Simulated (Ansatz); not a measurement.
**BeGaH₃ (singlet): wave-function methods side by side at a displaced geometry (v1), cc-pVDZ**

One table from this session's results is given with a row withheld; the runs are named, their logs left out.

Program: Ansatz 0.2.0, Gaussian basis. Level of theory: cc-pVDZ, core rule «outside noble gas», up to 15 orbitals frozen. These are calculated values, not measurements.

Plan: UHF; CCSD(T) on RHF; BCCD(T) on RHF; CISD; CCSDT(Q) on RHF.

28 further runs of the same task are left out: 8 for a known fault of the program, 13 that didn't finish, 7 set aside as unsound or not needed.

### The system

The geometry is a PBE0/def2-TZVP stationary point (not a proven minimum) with its atoms shifted at random (size 0.040 Å). No spin-orbit coupling is included. The filled d shell of Ga may be among the frozen orbitals whatever the setting's name suggests; the logs give the count.

5 atoms, charge 0, spin multiplicity 1.

Atoms are counted from 1 here; the program's logs count them from 0.

Bond lengths: Ga1–H3 1.591 Å, Ga1–H4 1.587 Å, Be2–H5 1.411 Å. Angles: H3–Ga1–H4 116.5°.

The first run:

The input, in.yaml:

```yaml
crystal:
  periodic: [false, false, false]
  atoms:
    - {symbol: Ga, position_ang: [0.001405, 0.001532, 0.276612]}
    - {symbol: Be, position_ang: [0.000572, -0.014610, -2.006948]}
    - {symbol: H, position_ang: [0.048536, 1.364053, 1.097548]}
    - {symbol: H, position_ang: [-0.054241, -1.337468, 1.127350]}
    - {symbol: H, position_ang: [-0.096625, -0.001935, -3.414712]}
basis:
  gaussian: {orbitals: cc-pVDZ}
magnetization: {spin_polarized: true, initial_magnetization: 0}
hamiltonian: {xc: hf}
output: {orbitals: {seedname: orbitals}}
```

Command:

```console
$ ansatz run in.yaml --threads 1 --pin off --events-out ev --progress --plain --max-ram 2393MiB
```

Among the steps run: UHF; CCSD(T) on RHF; BCCD(T) on RHF; CISD; CCSDT(Q) on RHF.

One table of the session follows, with a row left open; its other results are not shown here.

```
   method  from RCCSDT(Q) (kcal/mol)
      RHF                          ?
     RMP2                     +22.76
    RCCSD                      +1.91
 RCCSD(T)                      +0.48
  BCCD(T)                      +0.48
   RCCSDT                      +0.05
RCCSDT(Q)                          0
```

**Question.** Estimate the row for RHF.

The run gave: from RCCSDT(Q) (kcal/mol): +88.32. In the column «from RCCSDT(Q) (kcal/mol)» it is the highest.

Not comparable, so not listed: CISD (they don't share determinant, frozen orbitals or solution with the rows shown, or repeat one).
